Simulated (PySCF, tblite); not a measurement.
# C7H9F: geometry, infrared bands and NMR shifts

What infrared bands and NMR shifts should C7H9F (`CCC#C/C=C/CF`) show?

Programs: tblite 0.8.0 and PySCF 2.14.0, with density-fitted response routines of our own. Each step states its level of theory. These are calculated values for one molecule in the gas phase, unless marked as measured. Atoms count from 0, in the outputs and in this text.

### 1 The molecule as given

17 atoms, charge 0, multiplicity 1; geometry from: force field or distance geometry start.

Bonds of the start (Å): C0–C1 1.50, C1–C2 1.48, C2–C3 1.19, C3–C4 1.42, C4–C5 1.34, C5–C6 1.50, C6–F7 1.36, C0–H8 1.10, C0–H9 1.09, C0–H10 1.09, C1–H11 1.09, C1–H12 1.11, C4–H13 1.09, C5–H14 1.09, C6–H15 1.08, C6–H16 1.10.

### 2 Geometry optimisation with GFN2-xTB

The job: settings as JSON, then the geometry in Å.

```
{"job": {"kind": "relax", "xc": "GFN2-xTB", "basis": "xTB"}, "charge": 0, "multiplicity": 1}
C     -3.230300     0.397200    -0.101200
C     -2.574200    -0.903100     0.277200
C     -1.097500    -0.798100     0.232400
C      0.089000    -0.697200     0.174000
C      1.503500    -0.602900     0.135700
C      2.102600     0.540600    -0.231600
C      3.587800     0.726300    -0.311800
F      4.261000    -0.409500     0.031500
H     -4.322700     0.295600    -0.050900
H     -2.973500     0.694600    -1.115700
H     -2.945100     1.209500     0.571700
H     -2.910600    -1.705800    -0.385400
H     -2.884900    -1.187900     1.309300
H      2.093900    -1.480900     0.383700
H      1.504500     1.419700    -0.482000
H      3.879300     0.997100    -1.313000
H      3.910300     1.516800     0.379000
```

On the command line:

```sh
$ OMP_NUM_THREADS=1 python probes_run.py task.json out
```

One launch serves the whole session: the jobs run in the order shown.

**Question.** This job is followed by: GFN2-xTB harmonic vibrations, gas phase; GIAO PBE0/pcSseg-1 NMR shielding, non-relativistic, gas phase. Predict these results of the whole session: strongest single infrared mode (GFN2-xTB); zero-point energy (GFN2-xTB); 13C shifts against TMS (PBE0/pcSseg-1); 1H shifts against TMS (PBE0/pcSseg-1, means over atoms taken as alike); 19F shifts against CFCl3 (PBE0/pcSseg-1); surface potential, 1st and 99th percentile.

As calculated:

| quantity | value |
| --- | --- |
| strongest single infrared mode (GFN2-xTB) | 1094 cm⁻¹, 56 km/mol |
| zero-point energy (GFN2-xTB) | 85.1 kcal/mol |
| 13C shifts against TMS (PBE0/pcSseg-1) | 145.8, 115.8, 104.1, 86.8, 85.4, 17.2, 16.5 ppm |
| 1H shifts against TMS (PBE0/pcSseg-1, means over atoms taken as alike) | 6.12, 6.11, 5.41, 2.53, 1.24 ppm |
| 19F shifts against CFCl3 (PBE0/pcSseg-1) | -261.4 ppm |
| surface potential, 1st and 99th percentile | -1.00 V and 1.06 V |

In words: Over 27 steps the energy fell by 0.070 eV; of the close pairs, C1–C2 changed most, 1.481 to 1.448 Å. No mode is imaginary among the 45: a minimum at this level. The strongest single mode, at 1094 cm⁻¹, is spread over several atoms, C6, F7, C5 among them. Unscaled tight-binding wavenumbers are off by several per cent, some by more. Its intensities can rank the bands wrongly. At PBE0/pcSseg-1: The largest span, 261 ppm, is at C3, where the paramagnetic term is -152 ppm. At PBE0/pcSseg-1, counted by nearest atom on the grid, the HOMO lies on C2, C5 about 25 % each; C3 19 %, the LUMO on C5 29 %; C2, C4 about 19 % each.
